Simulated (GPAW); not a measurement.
# In3SbTe4 (I422) in GPAW: equation of state with PBE

Aim: the equation of state of In3SbTe4 with PBE.

All numbers are computed with GPAW 26.7.0; they aren't measurements. Logs are shortened: lines on timing, memory, paths and dates and some standing lists are left out, and cuts for length are marked. The log counts tension as positive stress, the text compression.

**1. The structure**

The structure is tetragonal, space group I422 (No. 97). Conventional cell: a = 8.340 Å, b = 8.340 Å, c = 7.213 Å, α = 90.00°, β = 90.00°, γ = 90.00°. Te (site symmetry 2) is surrounded by 2 In at 2.89 Å. Around Sb (site symmetry 422) lie 8 Te at 3.53 Å and 2 In at 3.61 Å. Around In (site symmetry 222) lie 4 Te at 2.89 Å. Around In (site symmetry 422) lie 8 Te at 3.53 Å and 2 Sb at 3.61 Å.

The cell comes from a database or a generator and needn't be the stable form of this composition.

**2. Equation of state, PBE**

The input, run.py:

```python
from ase import Atoms
from ase.eos import EquationOfState
from ase.io import Trajectory
from ase.units import GPa
from gpaw import GPAW, PW

atoms = Atoms(['Te', 'Te', 'Te', 'Te', 'Sb', 'In', 'In', 'In'],
              cell=[[-4.170115, 4.170115, 3.606567],
                    [4.170115, -4.170115, 3.606567],
                    [4.170115, 4.170115, -3.606567]],
              scaled_positions=[[0.440951, 0.559049, 0.5],
                                [0.059049, 0.940951, 0.5],
                                [0.559049, 0.059049, 0.118098],
                                [0.940951, 0.440951, 0.881902],
                                [0.0, 0.0, 0.0],
                                [0.0, 0.5, 0.5],
                                [0.5, 0.0, 0.5],
                                [0.5, 0.5, 0.0]],
              pbc=True)

traj = Trajectory('eos.traj', 'w')
volumes, energies = [], []
for x in [0.94, 0.96, 0.98, 1.0, 1.02, 1.04, 1.06]:
    a = atoms.copy()
    a.set_cell(atoms.cell * x**(1 / 3), scale_atoms=True)
    calc = GPAW(mode=PW(600),
                xc='PBE',
                kpts={'size': (3, 3, 3), 'gamma': True},
                occupations={'name': 'fermi-dirac', 'width': 0.05},
                nbands=61,
                convergence={'density': 1e-05, 'energy': 1e-05},
                maxiter=150,
                txt=f'eos-{x:.2f}.txt')
    a.calc = calc
    energies.append(a.get_potential_energy(force_consistent=True))
    volumes.append(a.get_volume())
    p = -a.get_stress()[:3].mean() / GPa
    calc.write(f'eos-{x:.2f}.gpw')
    traj.write(a)
    print(f'{x:.2f} {volumes[-1]:10.4f} A^3 {energies[-1]:14.6f} eV {p:9.3f} GPa', flush=True)

v0, e0, B = EquationOfState(volumes, energies, eos='birchmurnaghan').fit()
print(f'V0 = {v0:.4f} A^3, E0 = {e0:.6f} eV, B0 = {B / GPa:.2f} GPa')
```

Potentials or basis: GPAW PAW data sets (gpaw-data 1.2.1), pw.

Launch:

```
$ OMP_NUM_THREADS=1 python run.py
```

The program printed:

```text
__  _  _
 | _ |_)|_||  |
 |__||  | ||/\| - 26.7.0

Input parameters:
  mode=PW(ecut=600.0),
  convergence={'density': 1e-05, 'energy': 1e-05},
  kpts=MonkhorstPack(size=(3, 3, 3), gamma=True),
  maxiter=150,
  nbands=61,
  occupations=Occupations(name='fermi-dirac', width=0.05),
  xc=XC(name='PBE')

Diagonalizing LCAO Hamiltonian
Converting LCAO to pw mode

                    Te
            In
          Te       Te
               In
                         Te
            Sb        In

Atoms  # Å, Bohr magnetons
|   | symbol |         x |         y |        z |    initial magnetic moments |
|---|--------|-----------|-----------|----------|-----------------------------|
| 0 |     Te |  2.524922 |  1.560065 | 1.766471 | ( 0.0000,  0.0000,  0.0000) |
| 1 |     Te |  5.645051 | -1.560065 | 1.766471 | ( 0.0000,  0.0000,  0.0000) |
| 2 |     Te | -1.560065 |  2.524922 | 1.766471 | ( 0.0000,  0.0000,  0.0000) |
| 3 |     Te |  1.560065 |  5.645051 | 1.766471 | ( 0.0000,  0.0000,  0.0000) |
| 4 |     Sb |  0.000000 |  0.000000 | 0.000000 | ( 0.0000,  0.0000,  0.0000) |
| 5 |     In |  4.084987 | -0.000000 | 0.000000 | ( 0.0000,  0.0000,  0.0000) |
| 6 |     In |  0.000000 |  4.084987 | 0.000000 | ( 0.0000,  0.0000,  0.0000) |
| 7 |     In |  0.000000 |  0.000000 | 3.532943 | ( 0.0000,  0.0000,  0.0000) |

Unit cell  # Å
| periodic |         x |         y |         z |  lengths |     angles |
|----------|-----------|-----------|-----------|----------|------------|
|      yes | -4.084987 |  4.084987 |  3.532943 | 6.771700 | 105.794838 |
|      yes |  4.084987 | -4.084987 |  3.532943 | 6.771700 | 105.794838 |
|      yes |  4.084987 |  4.084987 | -3.532943 | 6.771700 | 117.104375 |

Number of symmetries: 8
Symmetry operations  # r_c * U_cc + t_c -> r_c
|   | kind |            matrix            |
|---|------|------------------------------|
| 0 |  C4  |  1, 1, 1,  0, 0,-1, -1, 0, 0 |
| 1 |  E   |  1, 0, 0,  0, 1, 0,  0, 0, 1 |
| 2 |  C2  |  0, 1, 0,  1, 0, 0, -1,-1,-1 |
| 3 |  C2  |  0, 0, 1, -1,-1,-1,  1, 0, 0 |
| 4 |  C4  |  0, 0,-1,  1, 1, 1,  0,-1, 0 |
| 5 |  C2  |  0,-1, 0, -1, 0, 0,  0, 0,-1 |
| 6 |  C2  | -1, 0, 0,  0,-1, 0,  1, 1, 1 |
| 7 |  C2  | -1,-1,-1,  0, 0, 1,  0, 1, 0 |

BZ-sampling:
  Number of BZ points: 27
  Number of IBZ points: 6

  Monkhorst-Pack size: [3, 3, 3]
  Monkhorst-Pack shift: [0, 0, 0]

K-points  # in reciprocal-cell coordinates
|   |                                coordinates |     weight |
|---|--------------------------------------------|------------|
| 0 | (  0.00000000,   0.00000000,   0.00000000) | 0.03703704 |
| 1 | (  0.33333333,  -0.33333333,   0.00000000) | 0.14814815 |
| 2 | (  0.33333333,  -0.33333333,   0.33333333) | 0.14814815 |
| 3 | (  0.33333333,   0.00000000,   0.00000000) | 0.29629630 |
| 4 | (  0.33333333,   0.33333333,  -0.33333333) | 0.07407407 |
| 5 | (  0.33333333,   0.33333333,   0.33333333) | 0.29629630 |

Plane wave coefficients: 7915
Cutoff: 600.0 eV

Spin-components: 1 (collinear spins)
Bands:           61
Projectors:      44
Spin-degeneracy: 2
Datatype:        complex128

Parallelization:
  kpt:    1
  domain: 1
  band:   1

Density:
  Valence electrons: 78.0
  Components: 1
  Grid points: [40 40 40]
  Charge: 0.0  # |e|

Potential:
  Grid points: [40 40 40]

species:
  Te:
    name:    Tellurium
    Z:       52.0
    valence: 6
    core:    46
    charge:  0.0  # [|e|]
    compensation charges:
      type: gauss
      rc: 0.36  # [Å]
      lmax: 2
    cutoffs:
      filter: 2.09  # [Å]
      core: 3.17  # [Å]
    projectors
    | kind |    occ | energy [eV] | rcut [Å] |
    |------|--------|-------------|----------|
    |   5s |  2.000 |     -15.089 |    1.180 |
    |   5p |  4.000 |      -5.955 |    1.196 |
    |    s |        |      12.123 |    1.180 |
    |    p |        |      21.256 |    1.196 |
    |    d |        |       0.000 |    1.238 |

    Using partial waves for Te as LCAO basis

  Sb:
    name:    Antimony
    Z:       51.0
    valence: 15
    core:    36
    charge:  0.0  # [|e|]
    compensation charges:
      type: gauss
      rc: 0.36  # [Å]
      lmax: 2
    cutoffs:
      filter: 2.23  # [Å]
      core: 2.23  # [Å]
    projectors
    | kind |    occ | energy [eV] | rcut [Å] |
    |------|--------|-------------|----------|
    |   5s |  2.000 |     -12.815 |    1.154 |
    |   5p |  3.000 |      -4.830 |    1.233 |
    |   4d | 10.000 |     -33.514 |    1.196 |
    |    s |        |      14.396 |    1.154 |
    |    p |        |      22.381 |    1.233 |
    |    d |        |      -6.303 |    1.196 |

    Using partial waves for Sb as LCAO basis

  In:
    name:    Indium
    Z:       49.0
    valence: 13
    core:    36
    charge:  0.0  # [|e|]
    compensation charges:
      type: gauss
      rc: 0.36  # [Å]
      lmax: 2
    cutoffs:
      filter: 2.09  # [Å]
      core: 2.48  # [Å]
    projectors
    | kind |    occ | energy [eV] | rcut [Å] |
    |------|--------|-------------|----------|
    |   5s |  2.000 |      -8.203 |    1.185 |
    |   5p |  1.000 |      -2.521 |    1.244 |
    |   4d | 10.000 |     -18.629 |    1.148 |
    |    s |        |      19.008 |    1.185 |
    |    p |        |      24.691 |    1.244 |
    |    d |        |       8.583 |    1.148 |

    Using partial waves for In as LCAO basis

Reference energy: -1395370.550964  # eV

eigensolver:
  PPCG
  Converge bands: occupied
  niter=2

density mixing:
  MSR1-Mixer
  Pratt-step length: 0.05
  Maximum mixing coefficient: 0.75
  Old densities: 10
  SVD Regularization: 0.005
  Good broyden scale: 1.0
  Trust region scale: 1.0
  Backstep threshold: 4.0
  History deletion threshold: 6.0
  Fourier metric: weight=20.0, sigma=0.015

occupation numbers:
  Fermi-Dirac:
    width: 0.0500  # eV

poisson solver:
  ecut: 4800.0  # eV

xc functional:
  name: PBE with 2 nearest neighbor stencil

convergence criteria:
- Maximum integral of absolute [dens]ity change: 1e-05 electrons / valence electron
- Maximum [total energy] change in last 3 cyles: 1e-05 eV / valence electron
- Maximum integral of absolute [eigenst]ate change: 4e-08 eV^2 / valence electron
maximum number of iterations: 150

SCF iterations
|iter     | |      energy | eigst |  dens |
|---------|-|-------------|-------|-------|
|iter:   1| |  -26.332855 | +0.28 |       |
|iter:   2| |  -26.344716 | -1.48 | -1.46 |
|iter:   3| |  -26.232720 | -2.20 | -1.49 |
|iter:   4| |  -26.191188 | -2.76 | -1.81 |
|iter:   5| |  -26.180351 | -3.24 | -2.13 |
|iter:   6| |  -26.178873 | -4.09 | -2.55 |
|iter:   7| |  -26.178940 | -5.29 | -3.16 |
|iter:   8| |  -26.178954c| -6.13 | -3.54 |
|iter:   9| |  -26.178956c| -7.09 | -4.28 |
|iter:  10| |  -26.178956c| -7.54c| -4.87 |
|iter:  11| |  -26.178956c| -8.07c| -5.62c|

Converged in 11 steps
Energy contributions relative to reference atoms: (reference = -1395370.550964)

Energy contributions:
  Kinetic:          76.293605
  Coulomb:         -71.928217
  Zero:              1.220772
  External:          0.000000
  Xc:              -31.744630
  Entropy:          -0.040971
  Spinorbit:         0.000000
  ----------------------------
  Free energy:     -26.199441
  Extrapolated:    -26.178956

dipole moment: (-28.612009, -28.612009, -24.583198)  # |e|*Ang

Fermi level: 6.733
Eigenvalues  # (at kpt = [0.000, 0.000, 0.000])
| band index |      eig [eV] | occ [0-2] |
|------------|---------------|-----------|
|          0 |       -22.617 |     2.000 |
|        ... |               |           |
|         30 |         2.222 |     2.000 |
|         31 |         2.222 |     2.000 |
|         32 |         2.274 |     2.000 |
|         33 |         3.095 |     2.000 |
|         34 |         4.664 |     2.000 |
|         35 |         4.664 |     2.000 |
[... 8 lines left out ...]
|         44 |        10.398 |     0.000 |
|         45 |        11.315 |     0.000 |
|        ... |               |           |
|         60 |        15.369 |     0.000 |

No gap
No difference between direct/indirect transitions

Stress tensor  # eV/Ang^3
|         x |         y |         z |
|-----------|-----------|-----------|
| -0.017820 |  0.000000 | -0.000000 |
|  0.000000 | -0.017820 |  0.000000 |
| -0.000000 |  0.000000 | -0.018514 |

# Writing to eos-0.94.gpw (mode='')
```

Run time: 7.6 min. Hardware: 1 thread of Arm Neoverse V2, shared host; peak memory 0.56 GiB.

What came out:

```
Equilibrium volume                        : 31.39 Å³/atom
Bulk modulus at fixed shape and positions : 40 GPa
Pressure derivative of the bulk modulus   : 4.9
```

Energy against volume, from the lowest point:
```tsv
volume (Å³/atom)	energy (meV/atom)
29.477	16.38
30.104	7.10
30.732	1.78
31.359	0.00
31.986	1.35
32.613	5.49
33.240	12.12
```

Caveat: the k mesh is coarse (spacing up to 0.38 Å⁻¹), so the values aren't converged; the cell was scaled at fixed shape and fractional positions, which overstates the stiffness of a crystal with free parameters, most of all of layers and chains. Spin-orbit coupling is left out, which matters for the levels of Sb, Te.
